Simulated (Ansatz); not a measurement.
# HfZr4C3: the cost of one run

Computed with Ansatz 0.2.0 (DFT PBE, scalar-relativistic, plane waves, PAW, unless a step names another level, unless a step's input says otherwise).

3 further runs of the same task are left out: 2 that didn't finish, 1 set aside as unsound or not needed. Runs told in other sessions of the task aren't counted.

## (1) The system as given

Symmetry: R-3m, No. 166, trigonal system. Conventional cell: a = 3.334 Å, b = 3.334 Å, c = 40.274 Å, α = 90.00°, β = 90.00°, γ = 120.00°. Around Zr (site symmetry 3m) lie 3 C at 2.26 Å. Around Zr (site symmetry 3m) lie 3 C at 2.30 Å. Hf (site symmetry -3m) has 6 C at 2.36 Å in its first shell of neighbours. C (site symmetry 3m) is surrounded by 3 Zr at 2.26 Å and 3 Hf at 2.36 Å. Around C (site symmetry -3m) lie 6 Zr at 2.30 Å.

As a file:

```
Zr Hf C
1.0
     1.66700    0.96244   13.42457
    -1.66700    0.96244   13.42457
     0.00000   -1.92488   13.42457
Zr Hf C
4 1 3
Direct
  0.39689 0.39689 0.39689
  0.60311 0.60311 0.60311
  0.19771 0.19771 0.19771
  0.80229 0.80229 0.80229
  0.00000 0.00000 0.00000
  0.70061 0.70061 0.70061
  0.29939 0.29939 0.29939
  0.50000 0.50000 0.50000
```

It came out lowest among 18 distinct ends of the trial cells. At a tolerance of 0.05 Å it has space group R-3m (No. 166).

## (2) Tight relaxation for the response runs, on the response runs' mesh and smearing

Input file input.yaml:

```yaml
crystal:
  lattice:
    - [1.6669952395, 0.9624401502, 13.4245742676]
    - [-1.6669952395, 0.9624401502, 13.4245742676]
    - [0.0, -1.9248803005, 13.4245742676]
  atoms:
    - { symbol: Zr, position: [0.3968923589, 0.3968923589, 0.3968923589] }
    - { symbol: Zr, position: [0.6031076411, 0.6031076411, 0.6031076411] }
    - { symbol: Zr, position: [0.1977066691, 0.1977066691, 0.1977066691] }
    - { symbol: Zr, position: [0.8022933309, 0.8022933309, 0.8022933309] }
    - { symbol: Hf, position: [0.0, 0.0, 0.0] }
    - { symbol: C, position: [0.7006117138, 0.7006117138, 0.7006117138] }
    - { symbol: C, position: [0.2993882862, 0.2993882862, 0.2993882862] }
    - { symbol: C, position: [0.5, 0.5, 0.5] }
basis:
  ecutwfc: 420
kpoints:
  mp_grid: { grid: [12, 12, 12] }
hamiltonian:
  xc: pbe
scf:
  occupations: { method: gaussian, width: 0.1 }
output:
  forces: true
  stress: true
  eigenvalues: true
relax:
  adjacent_minimum: "off"
  f_tol: 0.001
  max_steps: 60
  cell: { stress_tol: 0.01 }
```

Launch:

```bash
> ansatz run input.yaml --threads 3 --pin off --max-ram 7680MiB --backend cpu --events-out ev --progress --plain --runs-dir out
```

What time and memory should one allow on 3 threads of Arm Neoverse V2, shared host?

About 1.9 min, with a peak of 1.1 GiB.
